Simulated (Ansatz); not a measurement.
# C₇H₁₂BN: up Jacob's ladder to CCSD(T)

One table from this session's results is given with a row withheld; the runs are named, their logs left out.

Program: Ansatz 0.2.0, Gaussian basis. Level of theory: functionals in def2-TZVPP, the program's frozen cores in correlated methods. These are calculated values, not measurements.

The runs, in order: LDA (SPW92), PBE-D4, revPBE-D4, BLYP-D4, r2SCAN-D4, B97M-V, PBE0-D4, B3LYP-D4, r2SCANh-D4, r2SCAN0-D4, HSE06-D4, BHLYP-D4, CAM-B3LYP-D4, LC-ωPBE, ωB97X-V, ωB97M-V, B2PLYP, PBE-QIDH; CCSD(T)/def2-SVP; CCSD(T)/def2-TZVPP; MP2/def2-QZVPP; extrapolation to the limit; RPA on PBE.

**Structure used throughout**

All runs share one geometry, relaxed beforehand with PBE0-D4 in a triple-zeta def2 set.

SMILES `C[BH-](C)[n+]1ccccc1`, 21 atoms, charge 0, spin multiplicity 1.

Atoms are counted from 1 here; the program's logs count them from 0.

Bond lengths: C1–B2 1.616 Å, C1–H10 1.096 Å, C1–H11 1.099 Å, C1–H12 1.095 Å, B2–C3 1.616 Å, B2–N4 1.631 Å, B2–H13 1.222 Å, C3–H14 1.099 Å, C3–H15 1.095 Å, C3–H16 1.096 Å, N4–C5 1.335 Å, N4–C9 1.333 Å, C5–C6 1.379 Å, C5–H17 1.082 Å, C6–C7 1.386 Å, C6–H18 1.082 Å, C7–C8 1.384 Å, C7–H19 1.084 Å and more. Angles: B2–C1–H10 113.4°, B2–C1–H11 113.6°, B2–C1–H12 109.2°, H10–C1–H11 107.3°, H10–C1–H12 106.7°, H11–C1–H12 106.1°, C1–B2–C3 114.2°, C1–B2–N4 107.3°, C1–B2–H13 112.2°, C3–B2–N4 107.3°, C3–B2–H13 112.2°, N4–B2–H13 102.8°, B2–C3–H14 113.6°, B2–C3–H15 109.2°, B2–C3–H16 113.4°, H14–C3–H15 106.1°, H14–C3–H16 107.3°, H15–C3–H16 106.7° and more.

Set-up of the first run:

Contents of in.yaml:

```yaml
crystal:
  periodic: [false, false, false]
  atoms:
    - {symbol: C, position_ang: [1.010789, -1.655874, -1.396781]}
    - {symbol: B, position_ang: [0.885944, -1.160427, 0.135860]}
    - {symbol: C, position_ang: [0.011617, -2.138099, 1.079139]}
    - {symbol: N, position_ang: [0.138108, 0.289440, 0.116579]}
    - {symbol: C, position_ang: [-1.103322, 0.390171, -0.364772]}
    - {symbol: C, position_ang: [-1.779957, 1.590745, -0.403803]}
    - {symbol: C, position_ang: [-1.151065, 2.730765, 0.072257]}
    - {symbol: C, position_ang: [0.135397, 2.621028, 0.570006]}
    - {symbol: C, position_ang: [0.747534, 1.382088, 0.575501]}
    - {symbol: H, position_ang: [1.542269, -0.947298, -2.042273]}
    - {symbol: H, position_ang: [0.042595, -1.867012, -1.871210]}
    - {symbol: H, position_ang: [1.574451, -2.593848, -1.427827]}
    - {symbol: H, position_ang: [1.974141, -0.898081, 0.626100]}
    - {symbol: H, position_ang: [-0.985048, -2.363377, 0.675447]}
    - {symbol: H, position_ang: [0.524551, -3.100504, 1.174742]}
    - {symbol: H, position_ang: [-0.128033, -1.753071, 2.095738]}
    - {symbol: H, position_ang: [-1.541209, -0.532601, -0.721423]}
    - {symbol: H, position_ang: [-2.785311, 1.625111, -0.802812]}
    - {symbol: H, position_ang: [-1.657371, 3.688578, 0.054645]}
    - {symbol: H, position_ang: [0.668917, 3.481126, 0.952998]}
    - {symbol: H, position_ang: [1.750403, 1.221943, 0.948991]}
basis:
  gaussian: {orbitals: def2-TZVPP}
hamiltonian: {xc: lda}
output: {orbitals: {seedname: orbitals}}
```

Steps of the session up to this table: LDA; PBE-D4 (GGA); revPBE-D4 (GGA); BLYP-D4 (GGA); r2SCAN-D4 (meta-GGA); B97M-V (meta-GGA); PBE0-D4 (hybrid); B3LYP-D4 (hybrid); r2SCANh-D4 (hybrid); r2SCAN0-D4 (hybrid); HSE06-D4 (hybrid); BHLYP-D4 (hybrid); CAM-B3LYP-D4 (range-separated); LC-ωPBE (range-separated); ωB97X-V (range-separated); ωB97M-V (range-separated); B2PLYP (double hybrid); PBE-QIDH (double hybrid).

One table of the session follows, with a row left open; its other results are not shown here.

It belongs to the step «Orbital energies across the functionals». 

```
  functional  HOMO (eV)  LUMO (eV)  gap (eV)
 LDA (SPW92)      -5.93      -2.99      2.95
      PBE-D4      -5.87      -2.76      3.10
   revPBE-D4      -5.82      -2.68      3.14
     BLYP-D4      -5.79      -2.62      3.17
   r2SCAN-D4      -6.13      -2.63      3.49
      B97M-V      -6.20      -2.59      3.62
     PBE0-D4      -7.16      -1.90      5.26
    B3LYP-D4      -6.98      -2.09      4.89
  r2SCANh-D4      -6.61      -2.31      4.30
  r2SCAN0-D4      -7.34      -1.83      5.51
    HSE06-D4      -6.76      -2.27      4.49
    BHLYP-D4      -8.37      -0.88      7.50
CAM-B3LYP-D4      -8.56      -0.82      7.73
     LC-ωPBE      -9.88       0.19     10.07
     ωB97X-V          ?          ?         ?
     ωB97M-V      -9.43       0.13      9.56
```

Estimate the missing values for ωB97X-V.

As computed: HOMO (eV): -9.54; LUMO (eV): 0.19; gap (eV): 9.73. In the column «HOMO (eV)» it lies between LC-ωPBE (-9.88) and ωB97M-V (-9.43).
